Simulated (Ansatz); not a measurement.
# TaCdS3: the cost of one run

Program: Ansatz 0.2.0. Level of theory: DFT PBE, scalar-relativistic, plane waves, PAW. These are calculated values, not measurements.

3 further runs of the same task are left out: 3 set aside as unsound or not needed. Runs told in other sessions of the task aren't counted.

### 1 The system as given

It takes space group P4mm (No. 99, tetragonal). Conventional cell: a = 4.448 Å, b = 4.448 Å, c = 4.504 Å, α = 90.00°, β = 90.00°, γ = 90.00°. Ta (site symmetry 4mm) has 12 S at 3.12 to 3.21 Å in its first shell of neighbours. Cd (site symmetry 4mm) has 6 S at 2.07 to 2.43 Å in its first shell of neighbours. S (site symmetry 4mm) is surrounded by 2 Cd at 2.07 to 2.43 Å. S (site symmetry 2mm) is surrounded by 2 Cd at 2.23 Å and 4 Ta at 3.12 to 3.21 Å.

Structure file:

```cif
data_structure
_symmetry_space_group_name_H-M 'P4mm'
_symmetry_Int_Tables_number 99
_cell_length_a 4.4480
_cell_length_b 4.4480
_cell_length_c 4.5037
_cell_angle_alpha 90.000
_cell_angle_beta 90.000
_cell_angle_gamma 90.000
_cell_volume 89.11
loop_
_atom_site_label
_atom_site_type_symbol
_atom_site_symmetry_multiplicity
_atom_site_Wyckoff_symbol
_atom_site_fract_x
_atom_site_fract_y
_atom_site_fract_z
_atom_site_occupancy
Ta1 Ta 1 a 0.00000 0.00000 0.00000 1
Cd1 Cd 1 b 0.50000 0.50000 0.51500 1
S1 S 1 b 0.50000 0.50000 0.97500 1
S2 S 2 c 0.00000 0.50000 0.48500 1
```

This is candidate A: tetragonal perovskite type (P4mm, No. 99).

(A quick probe on a coarse mesh, which set the mesh and smearing, is not shown.)

### 3 A loose first relaxation (candidate A)

Input file input.yaml:

```yaml
crystal:
  lattice:
    - [4.4480024363, 0.0, 0.0]
    - [0.0, 4.4480024363, 0.0]
    - [0.0, 0.0, 4.5037418152]
  atoms:
    - { symbol: Ta, position: [0.0, 0.0, 0.0], spin: 1.66 }
    - { symbol: Cd, position: [0.5, 0.5, 0.515] }
    - { symbol: S, position: [0.5, 0.5, 0.975] }
    - { symbol: S, position: [0.0, 0.5, 0.485], spin: -0.11 }
    - { symbol: S, position: [0.5, 0.0, 0.485], spin: -0.11 }
basis:
  ecutwfc: 420
kpoints:
  mp_grid: { grid: [4, 4, 4] }
hamiltonian:
  xc: pbe
scf:
  occupations: { method: gaussian, width: 0.1 }
  lower_state_search: "off"
output:
  forces: true
  stress: true
  eigenvalues: true
  populations: true
magnetization:
  spin_polarized: true
relax:
  adjacent_minimum: "off"
  f_tol: 0.04
  max_steps: 70
  cell: { stress_tol: 0.4 }
```

Launch:

```console
ansatz run input.yaml --threads 1 --pin off --max-ram 2560MiB --backend cpu --events-out ev --progress --plain --runs-dir out
```

Q: Estimate wall time and peak memory on 1 thread of Oxide Virtual Turin-like (Zen 5), shared host.

About 3.4 min, with a peak of 0.47 GiB.
